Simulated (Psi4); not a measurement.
# B2PLYP/def2-SVPD (core potential, density fitting for correlation) run of [SnH5]− (SMILES [H][Sn-]([H])([H])([H])[H])

Aim: the energy change on altering one bond length of [SnH5]− at B2PLYP/def2-SVPD (core potential, density fitting for correlation), from 2 runs. 

The results are computed with Psi4 1.11.

2 further runs of the same task are left out: 2 set aside as unsound or not needed.

### 1 The structure to begin with

The species is [SnH5]− (6 atoms), meant as a singlet with charge -1. As SMILES, `[H][Sn-]([H])([H])([H])[H]`. The shape comes from GFN2-xTB, which is rough for such elements, and wasn't checked as a minimum.

Bond lengths: Sn1–H2 1.885 Å, Sn1–H3 1.889 Å, Sn1–H4 1.782 Å, Sn1–H5 1.783 Å, Sn1–H6 1.782 Å. Angles: H2–Sn1–H3 179.8°, H2–Sn1–H4 90.0°, H2–Sn1–H5 89.9°, H2–Sn1–H6 90.0°, H3–Sn1–H4 90.0°, H3–Sn1–H5 89.9°, H3–Sn1–H6 90.2°, H4–Sn1–H5 120.0°, H4–Sn1–H6 120.0°, H5–Sn1–H6 119.9°.

### 2 The energy at B2PLYP/def2-SVPD (core potential, density fitting for correlation)

The input, h5sn.xyz:

```xyz
6
H5Sn
Sn     0.000450    -0.001410     0.000420
H     -0.020070    -0.006290     1.885790
H      0.020250     0.010720    -1.888030
H      1.782780     0.010780     0.018860
H     -0.902470     1.535970    -0.003420
H     -0.880950    -1.549760    -0.013620
```

The input, job.py:

```python
import psi4

psi4.set_memory(1600000000)
psi4.set_num_threads(1)
psi4.set_output_file('psi4.out', False)

with open('h5sn.xyz') as f:
    atoms = ''.join(f.readlines()[2:])
mol = psi4.geometry('-1 1\n' + atoms + 'symmetry c1')

options = {'basis': 'def2-SVPD', 'puream': True, 'e_convergence': 1e-09, 'd_convergence': 1e-08, 'scf_type': 'pk', 'dft_radial_points': 99, 'dft_spherical_points': 590, 'num_frozen_docc': 4}
psi4.set_options(options)

result = psi4.energy('b2plyp')
print(f'total energy {result:.8f} hartree = {result * 27.211386:.5f} eV')
for k, v in sorted(psi4.core.scalar_variables().items()):
    print(f'{k:45s} {v:18.10f}')
```

Launch:

```sh
$ python job.py
```

psi4.out:

```text
[...]
    !!!  WARNING: ECP capability is in beta. Please check occupations closely.  !!!
[...]
  Running in c1 symmetry.
[...]
  Nuclear repulsion =   33.811612386778179
[...]
  Multiplicity = 1
[...]
  Nalpha       = 14
  Nbeta        = 14
[...]
    Number of basis functions: 72
[...]
   @RKS iter   1:  -216.67985797245530   -1.23440e+00   6.95061e-03 ADIIS/DIIS
[...]
   @RKS iter   9:  -216.87534108867331   -5.37170e-12   2.67710e-09 DIIS
[...]
    Orbital Energies [Eh]
    ---------------------
    Doubly Occupied:
       1A     -5.209559     2A     -3.488751     3A     -3.488738
       4A     -3.484627     5A     -0.941185     6A     -0.941169
       7A     -0.940099     8A     -0.934003     9A     -0.933991
      10A     -0.375450    11A     -0.179884    12A     -0.179613
      13A     -0.165777    14A     -0.046784
[...]
  @RKS Final Energy:  -216.87534108867331
   => Energetics <=
    Nuclear Repulsion Energy =             33.8116123867781795
    One-Electron Energy =                -451.9597135008453392
    Two-Electron Energy =                 210.9073197559193318
    DFT Exchange-Correlation Energy =      -9.6345597305254760
    Empirical Dispersion Energy =           0.0000000000000000
    VV10 Nonlocal Energy =                  0.0000000000000000
    Total Energy =                       -216.8753410886733093
[...]
 Multipole Moments:
 ------------------------------------------------------------------------------------
     Multipole            Electronic (a.u.)      Nuclear  (a.u.)        Total (a.u.)
 ------------------------------------------------------------------------------------
 L = 1.  Multiply by 2.5417464519 to convert [e a0] to [Debye]
 Dipole X            :          0.0053521           -0.0040058            0.0013463
 Dipole Y            :         -0.0197577            0.0125200           -0.0072377
 Dipole Z            :          0.0089779           -0.0037250            0.0052530
 Magnitude           :                                                    0.0090438
[...]
```

On the terminal:

```text
total energy -216.93387476 hartree = -5903.07140 eV
B2PLYP DOUBLE-HYBRID CORRECTION ENERGY             -0.0585336729
B2PLYP TOTAL ENERGY                              -216.9338747616
CURRENT ENERGY                                   -216.9338747616
CURRENT REFERENCE ENERGY                         -216.8753410887
DD SOLVATION ENERGY                                 0.0000000000
DFT FUNCTIONAL TOTAL ENERGY                      -216.8753410887
DFT TOTAL ENERGY                                 -216.9338747616
DFT VV10 ENERGY                                     0.0000000000
DFT XC ENERGY                                      -9.6345597305
DOUBLE-HYBRID CORRECTION ENERGY                    -0.0585336729
GRID ELECTRONS ALPHA                               13.9999999947
GRID ELECTRONS BETA                                13.9999999947
GRID ELECTRONS TOTAL                               27.9999999894
NUCLEAR REPULSION ENERGY                           33.8116123868
ONE-ELECTRON ENERGY                              -451.9597135008
PCM POLARIZATION ENERGY                             0.0000000000
PE ENERGY                                           0.0000000000
SCF ITERATION ENERGY                             -216.8753410887
SCF ITERATIONS                                      9.0000000000
SCF TOTAL ENERGY                                 -216.8753410887
TWO-ELECTRON ENERGY                               210.9073197559
XC GRID RADIAL POINTS                              99.0000000000
XC GRID SPHERICAL POINTS                          590.0000000000
XC GRID TOTAL POINTS                           336960.0000000000
```

Run time: 9.6 s. Hardware: 1 thread of Intel Xeon Platinum 8488C (Sapphire Rapids), shared host; peak memory 0.96 GiB.

### 3 The distorted shape, same level

The input, h5sn.dat:

```
memory 1600 mb

molecule system {
  -1 1
  Sn    -0.023310    -0.015966     2.266556
  H     -0.043830    -0.020846     4.151926
  H      0.020250     0.010720    -1.888030
  H      1.759020    -0.003776     2.284996
  H     -0.926230     1.521414     2.262716
  H     -0.904710    -1.564316     2.252516
  units angstrom
  symmetry c1
  no_reorient
  no_com
}

set basis def2-SVPD
set puream true
set e_convergence 1e-09
set d_convergence 1e-08
set scf_type pk
set dft_radial_points 99
set dft_spherical_points 590
set num_frozen_docc 4

result, w = energy('b2plyp', return_wfn=True)
print_variables()
```

Launch:

```sh
$ psi4 h5sn.dat h5sn.out -n 1
```

h5sn.out:

```text
[...]
    !!!  WARNING: ECP capability is in beta. Please check occupations closely.  !!!
[...]
  Running in c1 symmetry.
[...]
  Nuclear repulsion =   30.136477788672618
[...]
  Multiplicity = 1
[...]
  Nalpha       = 14
  Nbeta        = 14
[...]
    Number of basis functions: 72
[...]
   @RKS iter   1:  -216.18567205570244   -8.38689e-01   9.38413e-03 DIIS/ADIIS
[...]
   @RKS iter  11:  -216.80116616858678   -2.56932e-11   7.46429e-09 DIIS
[...]
    Orbital Energies [Eh]
    ---------------------
    Doubly Occupied:
       1A     -5.290128     2A     -3.567903     3A     -3.567137
       4A     -3.567129     5A     -1.019344     6A     -1.017893
       7A     -1.017877     8A     -1.014968     9A     -1.014961
      10A     -0.437247    11A     -0.248801    12A     -0.248582
      13A     -0.183320    14A      0.003034
[...]
  @RKS Final Energy:  -216.80116616858678
   => Energetics <=
    Nuclear Repulsion Energy =             30.1364777886726181
    One-Electron Energy =                -442.7363684118909077
    Two-Electron Energy =                 205.3742510736796589
    DFT Exchange-Correlation Energy =      -9.5755266190481372
    Empirical Dispersion Energy =           0.0000000000000000
    VV10 Nonlocal Energy =                  0.0000000000000000
    Total Energy =                       -216.8011661685867750
[...]
 Multipole Moments:
 ------------------------------------------------------------------------------------
     Multipole            Electronic (a.u.)      Nuclear  (a.u.)        Total (a.u.)
 ------------------------------------------------------------------------------------
 L = 1.  Multiply by 2.5417464519 to convert [e a0] to [Debye]
 Dipole X            :          1.1446790           -1.1495582           -0.0048792
 Dipole Y            :          0.7668401           -0.7711141           -0.0042740
 Dipole Z            :       -110.8527322          111.3584539            0.5057217
 Magnitude           :                                                    0.5057633
[...]
```

Wall time 10 s (1 thread of Intel Xeon Platinum 8488C (Sapphire Rapids), shared host); peak memory 0.9 GiB.

### 4 Summary of results

Level: B2PLYP/def2-SVPD (core potential, density fitting for correlation), 4 core orbitals frozen.

```
                                                              quantity          value
                                             first shape: total energy  -216.93387 Eh
                        first shape: HOMO energy (SCF part's orbitals)       -1.27 eV
                        first shape: LUMO energy (SCF part's orbitals)        4.52 eV
    first shape: HOMO–LUMO gap (to an unbound level, set by the basis)        5.79 eV
                                         distorted shape: total energy  -216.86080 Eh
                    distorted shape: HOMO energy (SCF part's orbitals)        0.08 eV
                    distorted shape: LUMO energy (SCF part's orbitals)        3.05 eV
distorted shape: HOMO–LUMO gap (to an unbound level, set by the basis)        2.96 eV
    energy change with the Sn1–H3 bond stretched from 1.889 to 4.155 Å       1.988 eV
```

**Reading.** With the Sn1–H3 bond stretched from 1.889 to 4.155 Å the energy rises by 1.99 eV (192 kJ/mol). The first shape isn't relaxed at this level, so the change isn't measured from a minimum. The HOMO (distorted shape) lies at positive energy, 0.08 eV; only total energies tell whether the electron is bound.
